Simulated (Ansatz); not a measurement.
# CH6BFOSi: the cost of one run

Method: RKS B3LYP/STO-3G, in Ansatz 0.2.0.

## 1. The starting structure

Bond lengths: B1–Si2 1.883 Å, Si2–F3 1.670 Å, Si2–O4 1.742 Å, O4–C5 1.387 Å, B1–H6 1.251 Å, B1–H7 1.177 Å, Si2–H8 1.450 Å, C5–H9 1.138 Å, C5–H10 1.102 Å, C5–H11 1.090 Å. Angles (14 of 16 angles, heavy atoms first): B1–Si2–F3 108.8°, B1–Si2–O4 109.6°, F3–Si2–O4 108.1°, Si2–O4–C5 109.1°, B1–Si2–H8 110.9°, F3–Si2–H8 107.5°, O4–Si2–H8 111.9°, Si2–B1–H6 120.6°, Si2–B1–H7 123.5°, O4–C5–H9 105.2°, O4–C5–H10 108.0°, O4–C5–H11 113.2°, H6–B1–H7 115.9°, H9–C5–H10 106.2°.

Structure file:

```xyz
11

B    -1.4282    1.7481    0.3531
Si   -0.1989    0.5351   -0.3963
F     1.1414    1.3818   -0.9202
O     0.3184   -0.5980    0.8212
C     1.0180   -1.6296    0.2133
H    -1.9045    2.6791   -0.3342
H    -1.8018    1.6890    1.4675
H    -0.7702   -0.1326   -1.5492
H     1.3035   -2.3351    1.0589
H     1.9627   -1.2169   -0.1752
H     0.4250   -2.1778   -0.5185
```

## 2. Relaxing the start

Contents of input.yaml:

```yaml
crystal:
  periodic: [false, false, false]
  atoms:
    - { symbol: B, position_ang: [-1.4282, 1.7481, 0.3531] }
    - { symbol: Si, position_ang: [-0.1989, 0.5351, -0.3963] }
    - { symbol: F, position_ang: [1.1414, 1.3818, -0.9202] }
    - { symbol: O, position_ang: [0.3184, -0.598, 0.8212] }
    - { symbol: C, position_ang: [1.018, -1.6296, 0.2133] }
    - { symbol: H, position_ang: [-1.9045, 2.6791, -0.3342] }
    - { symbol: H, position_ang: [-1.8018, 1.689, 1.4675] }
    - { symbol: H, position_ang: [-0.7702, -0.1326, -1.5492] }
    - { symbol: H, position_ang: [1.3035, -2.3351, 1.0589] }
    - { symbol: H, position_ang: [1.9627, -1.2169, -0.1752] }
    - { symbol: H, position_ang: [0.425, -2.1778, -0.5185] }
basis:
  gaussian: { orbitals: STO-3G }
hamiltonian:
  xc: b3lyp
relax:
  f_tol: 0.02
  max_steps: 40
scf:
  lower_state_search: "off"
```

Started as:

```
ansatz run input.yaml --threads 1 --pin off --max-ram 2048MiB --backend cpu --events-out ev --progress --plain --runs-dir out
```

**Question.** How long does this run take on 1 thread of Arm Neoverse V1, shared host, and how much memory does it need?

About 44 s, with a peak of 0.16 GiB.
